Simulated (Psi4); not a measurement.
# A workflow on AlSbH3F (SMILES [F][AlH][SbH2])

Wanted: a structure relaxation (singlet AlSbH3F, PBE/def2-SVPD), then the energy (doublet AlSbH3F+, UPBE/def2-SVPD), then a structure relaxation (doublet AlSbH3F+, UPBE/def2-SVPD), then the energy (doublet AlSbH3F−, UPBE/def2-SVPD), then a geometry optimisation (doublet AlSbH3F−, UPBE/def2-SVPD) of AlFH3Sb. 

The calculation is run with Psi4 1.11.

## Step 1: The molecule

AlSbH3F has 6 atoms, charge 0, and is taken as a singlet. SMILES: `[F][AlH][SbH2]`. The coordinates come from a PBE0-D4/def2-TZVP relaxation. This is one conformer, not always the lowest. The run starts from this shape.

Bond lengths: F1–Al2 1.653 Å, Al2–Sb3 2.636 Å, Al2–H4 1.582 Å, Sb3–H5 1.710 Å, Sb3–H6 1.709 Å. Angles: F1–Al2–Sb3 116.3°, F1–Al2–H4 116.4°, Sb3–Al2–H4 127.3°, Al2–Sb3–H5 88.3°, Al2–Sb3–H6 87.8°, H5–Sb3–H6 91.6°.

## Step 2: A structure relaxation at PBE/def2-SVPD (density fitting, core potential) (run 1)

job.dat

```
memory 1600 mb

molecule molecule1 {
  0 1
  F
  Al 1 r2
  Sb 2 r3 1 a3
  H 2 r4 1 a4 3 d4
  H 3 r5 2 a5 4 d5
  H 3 r6 5 a6 2 d6

  r2 = 1.652973
  r3 = 2.636097
  a3 = 116.30227
  r4 = 1.58159
  a4 = 116.37019
  d4 = 177.39073
  r5 = 1.709931
  a5 = 88.34004
  d5 = 36.8447
  r6 = 1.708777
  a6 = 91.59395
  d6 = -87.73794
  units angstrom
  symmetry c1
}

set {
  basis     def2-SVPD
  reference rks
}

energy_value = opt("pbe")
print_variables()
```

Started as:

```sh
$ psi4 job.dat job.out -n 1
```

job.out:

```text
[...]
    !!!  WARNING: ECP capability is in beta. Please check occupations closely.  !!!
[...]
  Running in c1 symmetry.
[...]
  Nuclear repulsion =  158.063161891756238
[...]
  Multiplicity = 1
[...]
  Nalpha       = 24
  Nbeta        = 24
[...]
    Number of basis functions: 103
[...]
   @DF-RKS iter   1:  -583.54044592019306   -1.07075e+00   8.46403e-03 DIIS/ADIIS
[...]
    !!!  WARNING: ECP capability is in beta. Please check occupations closely.  !!!
[...]
   @DF-RKS iter   6:  -584.00021277657925   -1.81899e-12   6.25161e-09 DIIS
[...]
  @DF-RKS Final Energy:  -584.00021277657925
   => Energetics <=
    Nuclear Repulsion Energy =            155.7821736435582238
    One-Electron Energy =               -1208.8113302211236260
    Two-Electron Energy =                 518.3359923617371123
    DFT Exchange-Correlation Energy =     -49.3070485607510420
    Empirical Dispersion Energy =           0.0000000000000000
    VV10 Nonlocal Energy =                  0.0000000000000000
    Total Energy =                       -584.0002127765792466
[...]
  -Total Gradient:
     Atom            X                  Y                   Z
    ------   -----------------  -----------------  -----------------
       1       -0.000015333899     0.000067601413    -0.000007541125
       2       -0.000012144288     0.000013993729    -0.000033967376
       3       -0.000005997046     0.000023186586    -0.000026641866
       4       -0.000004065717     0.000030994388     0.000021109634
       5       -0.000005949839    -0.000008664972    -0.000028202127
       6       -0.000019974544     0.000040906405    -0.000039121900
[...]
```

The script printed:

```text
Optimizer: Optimization complete!
```

It took 49 s on 1 thread of AMD EPYC 9R45 (Zen 5), shared host; peak memory 0.64 GiB.

Step by step:

```tsv
step	energy from the first frame kept (eV)	largest force (eV/Å)
0	0.0000	1.4239
1	-0.0394	0.4693
2	0.0502	0.8897
3	-0.0275	0.3737
4	-0.0467	0.0403
5	-0.0469	0.0113
6	-0.0470	0.0081
7	-0.0472	0.0080
8	-0.0472	0.0074
9	-0.0472	0.0049
10	-0.0473	0.0036
```

After the run. Bond lengths: F1–Al2 1.704 Å, Al2–Sb3 2.658 Å, Al2–H4 1.596 Å, Sb3–H5 1.735 Å, Sb3–H6 1.735 Å. Angles: F1–Al2–Sb3 115.2°, F1–Al2–H4 115.5°, Sb3–Al2–H4 129.2°, Al2–Sb3–H5 87.8°, Al2–Sb3–H6 86.2°, H5–Sb3–H6 90.5°.

## Step 3: The doublet cation: a single-point energy at UPBE/def2-SVPD (density fitting, core potential) (run 2)

calc.in

```
memory 1600 mb

molecule {
  1 2
  F     -2.14888128    -3.13632743     2.38560349
  Al    -0.63193953    -1.98064463    -0.21005440
  Sb     2.42523293     1.90918652     0.65241472
  H     -1.14476018    -3.46710698    -2.78364217
  H      1.68455100     2.99603983    -2.35180007
  H     -0.20852372     3.42421397     1.88307051
  units au
  symmetry c1
}

set basis def2-SVPD
set reference uks

energy('pbe')
```

Started as:

```sh
$ psi4 calc.in calc.out -n 1
```

calc.out:

```text
[...]
    !!!  WARNING: ECP capability is in beta. Please check occupations closely.  !!!
[...]
  Running in c1 symmetry.
[...]
  Nuclear repulsion =  155.782154483167147
[...]
  Multiplicity = 2
[...]
  Nalpha       = 24
  Nbeta        = 23
[...]
    Number of basis functions: 103
[...]
   @DF-UKS iter   1:  -583.06817353661006   -6.43202e-01   8.53838e-03 DIIS/ADIIS
[...]
   @DF-UKS iter  12:  -583.66397967411945   -9.73614e-09   7.30655e-07 DIIS
[...]
   @S^2 Observed:                7.544250997E-01
[...]
  @DF-UKS Final Energy:  -583.66397967411945
   => Energetics <=
    Nuclear Repulsion Energy =            155.7821544831671474
    One-Electron Energy =               -1197.9466215710667711
    Two-Electron Energy =                 507.5308294424239079
    DFT Exchange-Correlation Energy =     -49.0303420286439149
    Empirical Dispersion Energy =           0.0000000000000000
    VV10 Nonlocal Energy =                  0.0000000000000000
    Total Energy =                       -583.6639796741194459
[...]
 Multipole Moments:
 ------------------------------------------------------------------------------------
     Multipole            Electronic (a.u.)      Nuclear  (a.u.)        Total (a.u.)
 ------------------------------------------------------------------------------------
 L = 1.  Multiply by 2.5417464519 to convert [e a0] to [Debye]
 Dipole X            :         38.1570972          -38.0241612            0.1329360
 Dipole Y            :         41.2324113          -41.2315709            0.0008404
 Dipole Z            :          1.0413438           -2.0679379           -1.0265940
 Magnitude           :                                                    1.0351657
[...]
```

It took 7.5 s on 1 thread of AMD EPYC 9R45 (Zen 5), shared host; peak memory 0.58 GiB.

## Step 4: The doublet cation: a geometry optimisation at UPBE/def2-SVPD (density fitting, core potential) (run 3)

alfh3sb.py

```python
import psi4

psi4.set_memory(1600000000)
psi4.set_num_threads(1)
psi4.core.set_output_file('run.log', False)

molecule = psi4.geometry("""
1 2
F     -1.137139    -1.659673     1.262407
Al    -0.334408    -1.048112    -0.111156
Sb     1.283378     1.010298     0.345243
H     -0.605781    -1.834714    -1.473040
H      0.891426     1.585436    -1.244519
H     -0.110346     1.812016     0.996478
symmetry c1
""")

options = {'basis': 'def2-SVPD', 'reference': 'uks', 'geom_maxiter': 50}
psi4.set_options(options)

e, wfn = psi4.optimize("PBE", return_wfn=True)
print(f'total energy {e:.8f} hartree = {e * 27.211386:.5f} eV')
molecule.save_xyz_file('final.xyz', False)
```

Started as:

```sh
$ python alfh3sb.py
```

run.log:

```text
[...]
    !!!  WARNING: ECP capability is in beta. Please check occupations closely.  !!!
[...]
  Running in c1 symmetry.
[...]
  Nuclear repulsion =  155.782154447677812
[...]
  Multiplicity = 2
[...]
  Nalpha       = 24
  Nbeta        = 23
[...]
    Number of basis functions: 103
[...]
   @DF-UKS iter   1:  -583.07284592377323   -7.20353e-01   8.54674e-03 ADIIS/DIIS
[...]
    !!!  WARNING: ECP capability is in beta. Please check occupations closely.  !!!
[...]
   @DF-UKS iter   7:  -583.68287595614959   -1.02318e-12   6.60992e-09 DIIS
[...]
   @S^2 Observed:                7.523531148E-01
[...]
  @DF-UKS Final Energy:  -583.68287595614959
   => Energetics <=
    Nuclear Repulsion Energy =            155.3644938192096276
    One-Electron Energy =               -1197.3198134873873641
    Two-Electron Energy =                 507.3234760715397442
    DFT Exchange-Correlation Energy =     -49.0510323595116091
    Empirical Dispersion Energy =           0.0000000000000000
    VV10 Nonlocal Energy =                  0.0000000000000000
    Total Energy =                       -583.6828759561495872
[...]
  -Total Gradient:
     Atom            X                  Y                   Z
    ------   -----------------  -----------------  -----------------
       1       -0.000104010658    -0.000021082319    -0.000061109075
       2        0.000005640028     0.000090040985    -0.000039780804
       3       -0.000063302342     0.000043875785    -0.000063637924
       4        0.000008766523     0.000031474488    -0.000051362004
       5        0.000061985632     0.000002004812    -0.000002587908
       6       -0.000022577461     0.000001856195    -0.000016273292
[...]
```

On the terminal:

```text
Some dependencies such as QCElemental have not yet finished migration to pydantic v2. If issues are encountered please downgrade pydantic or upgrade QCElemental as appropriate
	Previous geometry is closer to target in internal coordinates, so using that one.

	Best geometry has RMS(Delta(q)) = 2.49e-04

	Previous geometry is closer to target in internal coordinates, so using that one.

	Best geometry has RMS(Delta(q)) = 5.86e-05

Optimizer: Optimization complete!
total energy -583.68287596 hartree = -15882.82004 eV
```

Run time: 85 s. Hardware: 1 thread of AMD EPYC 9R45 (Zen 5), shared host; peak memory 0.63 GiB.

Step by step:

```tsv
step	energy from the first frame kept (eV)	largest force (eV/Å)
0	0.0000	1.9725
1	-0.1906	0.9357
2	-0.3922	1.7160
3	-0.4460	0.5523
4	-0.4862	0.5622
5	-0.5026	0.2207
6	-0.5100	0.0983
7	-0.5121	0.0792
8	-0.5139	0.0185
9	-0.5140	0.0097
10	-0.5142	0.0144
11	-0.5142	0.0063
```

After the run. Bond lengths: F1–Al2 1.670 Å, Al2–Sb3 2.761 Å, Al2–H4 1.571 Å, Sb3–H5 1.708 Å, Sb3–H6 1.707 Å. Angles: F1–Al2–Sb3 101.0°, F1–Al2–H4 137.9°, Sb3–Al2–H4 121.0°, Al2–Sb3–H5 118.7°, Al2–Sb3–H6 114.6°, H5–Sb3–H6 101.6°.

## Step 5: The doublet anion: the energy at UPBE/def2-SVPD (density fitting, core potential) (run 4)

job.inp

```
memory 1.6 GB

molecule {
  -1 2
  F     -2.14888128    -3.13632743     2.38560349
  Al    -0.63193953    -1.98064463    -0.21005440
  Sb     2.42523293     1.90918652     0.65241472
  H     -1.14476018    -3.46710698    -2.78364217
  H      1.68455100     2.99603983    -2.35180007
  H     -0.20852372     3.42421397     1.88307051
  units bohr
  symmetry c1
}

set basis def2-SVPD
set reference uks

energy_value, wavefunction = energy('pbe', return_wfn=True)
print_variables()
```

Started as:

```sh
$ psi4 -i job.inp -o job.out -n 1
```

job.out:

```text
[...]
    !!!  WARNING: ECP capability is in beta. Please check occupations closely.  !!!
[...]
  Running in c1 symmetry.
[...]
  Nuclear repulsion =  155.782154483167147
[...]
  Multiplicity = 2
[...]
  Nalpha       = 25
  Nbeta        = 24
[...]
    Number of basis functions: 103
[...]
   @DF-UKS iter   1:  -583.27483495845343   -8.49864e-01   9.54129e-03 ADIIS/DIIS
[...]
   @DF-UKS iter  13:  -584.00469548157764   -2.26710e-08   4.79006e-07 DIIS
[...]
   @S^2 Observed:                7.558753874E-01
[...]
  @DF-UKS Final Energy:  -584.00469548157764
   => Energetics <=
    Nuclear Repulsion Energy =            155.7821544831671474
    One-Electron Energy =               -1217.8886148290312121
    Two-Electron Energy =                 527.6096738652416889
    DFT Exchange-Correlation Energy =     -49.5079090009553653
    Empirical Dispersion Energy =           0.0000000000000000
    VV10 Nonlocal Energy =                  0.0000000000000000
    Total Energy =                       -584.0046954815776417
[...]
 Multipole Moments:
 ------------------------------------------------------------------------------------
     Multipole            Electronic (a.u.)      Nuclear  (a.u.)        Total (a.u.)
 ------------------------------------------------------------------------------------
 L = 1.  Multiply by 2.5417464519 to convert [e a0] to [Debye]
 Dipole X            :         39.4040402          -38.0241612            1.3798790
 Dipole Y            :         43.0008504          -41.2315709            1.7692795
 Dipole Z            :          2.5974737           -2.0679379            0.5295358
 Magnitude           :                                                    2.3053902
[...]
```

It took 8.1 s on 1 thread of AMD EPYC 9R45 (Zen 5), shared host; peak memory 0.58 GiB.

## Step 6: The doublet anion: a structure relaxation at UPBE/def2-SVPD (density fitting, core potential) (run 5)

input.in

```
memory 1600 mb

molecule {
  -1 2
  F     -2.14888128    -3.13632743     2.38560349
  Al    -0.63193953    -1.98064463    -0.21005440
  Sb     2.42523293     1.90918652     0.65241472
  H     -1.14476018    -3.46710698    -2.78364217
  H      1.68455100     2.99603983    -2.35180007
  H     -0.20852372     3.42421397     1.88307051
  units au
  symmetry c1
}

set {
  basis def2-SVPD
  reference uks
  geom_maxiter 50
}

opt('pbe')
```

Started as:

```sh
$ psi4 input.in input.out -n 1
```

input.out:

```text
[...]
    !!!  WARNING: ECP capability is in beta. Please check occupations closely.  !!!
[...]
  Running in c1 symmetry.
[...]
  Nuclear repulsion =  155.782154483167147
[...]
  Multiplicity = 2
[...]
  Nalpha       = 25
  Nbeta        = 24
[...]
    Number of basis functions: 103
[...]
   @DF-UKS iter   1:  -583.27483495845343   -8.49864e-01   9.54129e-03 ADIIS/DIIS
[...]
    !!!  WARNING: ECP capability is in beta. Please check occupations closely.  !!!
[...]
   @DF-UKS iter   8:  -584.03107613276563   -5.57066e-12   8.94708e-09 DIIS
[...]
   @S^2 Observed:                7.517461807E-01
[...]
  @DF-UKS Final Energy:  -584.03107613276563
   => Energetics <=
    Nuclear Repulsion Energy =            151.4937465293441221
    One-Electron Energy =               -1209.4209109011194414
    Two-Electron Energy =                 523.3777609197602487
    DFT Exchange-Correlation Energy =     -49.4816726807506342
    Empirical Dispersion Energy =           0.0000000000000000
    VV10 Nonlocal Energy =                  0.0000000000000000
    Total Energy =                       -584.0310761327656337
[...]
  -Total Gradient:
     Atom            X                  Y                   Z
    ------   -----------------  -----------------  -----------------
       1        0.000035052860    -0.000018084243    -0.000023816589
       2        0.000098934293     0.000049004389     0.000029041476
       3        0.000083211919     0.000058866764     0.000023171799
       4       -0.000010149209    -0.000002519707     0.000058479713
       5        0.000017774308     0.000034574959    -0.000090740024
       6        0.000039505253     0.000007137966    -0.000037700359
[...]
```

Standard output:

```text
Optimizer: Optimization complete!
```

Run time: 2.8 min. Hardware: 1 thread of AMD EPYC 9R45 (Zen 5), shared host; peak memory 0.67 GiB.

Steps, from the record of the run:

```tsv
step	energy from the first frame kept (eV)	largest force (eV/Å)
0	0.0000	1.2196
1	-0.2560	1.1341
2	0.1599	2.1679
3	-0.0353	1.6828
4	-0.2219	1.0517
5	-0.1575	1.9955
6	-0.2805	1.4434
7	-0.3916	0.6232
8	-0.5067	0.7868
9	-0.5720	0.6595
10	-0.5975	0.4582
11	-0.6096	0.4446
12	-0.6384	0.5567
13	-0.6735	0.5092
14	-0.7085	0.2281
15	-0.7137	0.0476
16	-0.7143	0.0414
17	-0.7148	0.0292
18	-0.7153	0.0350
19	-0.7161	0.0479
20	-0.7172	0.0455
21	-0.7178	0.0120
22	-0.7179	0.0059
```

After the run. Bond lengths: F1–Al2 1.766 Å, Al2–Sb3 2.774 Å, Al2–H4 1.644 Å, Sb3–H5 1.741 Å, Sb3–H6 1.754 Å. Angles: F1–Al2–Sb3 106.4°, F1–Al2–H4 107.8°, Sb3–Al2–H4 113.9°, Al2–Sb3–H5 91.9°, Al2–Sb3–H6 100.0°, H5–Sb3–H6 89.7°.

## Step 7: Summary of results

| quantity | value |
| --- | --- |
| run 1, PBE/def2-SVPD: total energy at the end | -584.00021 Eh |
| run 1, PBE/def2-SVPD: dipole moment | 1.80 D |
| run 1, PBE/def2-SVPD: HOMO energy | -6.31 eV |
| run 1, PBE/def2-SVPD: LUMO energy | -2.34 eV |
| run 1, PBE/def2-SVPD: HOMO–LUMO gap | 3.97 eV |
| doublet cation, run 2: total energy | -583.66398 Eh |
| doublet cation, run 2: HOMO energy (highest over α and β) | -12.92 eV |
| doublet cation, run 2: LUMO energy (lowest over α and β) | -11.98 eV |
| doublet cation, run 2: ⟨S²⟩ | 0.754 |
| doublet cation, run 3: total energy at the end | -583.68288 Eh |
| doublet cation, run 3: HOMO energy (highest over α and β) | -11.81 eV |
| doublet cation, run 3: LUMO energy (lowest over α and β) | -10.65 eV |
| doublet cation, run 3: ⟨S²⟩ | 0.752 |
| doublet anion, run 4: total energy | -584.00470 Eh |
| doublet anion, run 4: HOMO energy (highest over α and β) | 2.18 eV |
| doublet anion, run 4: LUMO energy (lowest over α and β) | 2.76 eV |
| doublet anion, run 4: ⟨S²⟩ | 0.756 |
| doublet anion, run 5: total energy at the end | -584.03108 Eh |
| doublet anion, run 5: HOMO energy (highest over α and β) | 0.83 eV |
| doublet anion, run 5: LUMO energy (lowest over α and β) | 2.09 eV |
| doublet anion, run 5: ⟨S²⟩ | 0.752 |
| adiabatic electron affinity (to the doublet anion, no zero-point term) | 0.840 eV |
| adiabatic ionisation energy (to the doublet cation, no zero-point term) | 8.635 eV |

**Reading.** The adiabatic electron affinity (to the doublet anion, no zero-point term) is 0.84 eV (81.0 kJ/mol). The adiabatic ionisation energy (to the doublet cation, no zero-point term) is 8.64 eV (199 kcal/mol). The optimisation (run 1, PBE/def2-SVPD) took 11 steps and changed the energy by -0.047 eV. The optimisation (doublet cation, run 3) took 12 steps and changed the energy by -0.514 eV. The HOMO (doublet anion, run 4) lies at positive energy, 2.18 eV, as semi-local functionals often give for anions; only total energies tell whether the electron is bound. The optimisation (doublet anion, run 5) took 23 steps and changed the energy by -0.718 eV.
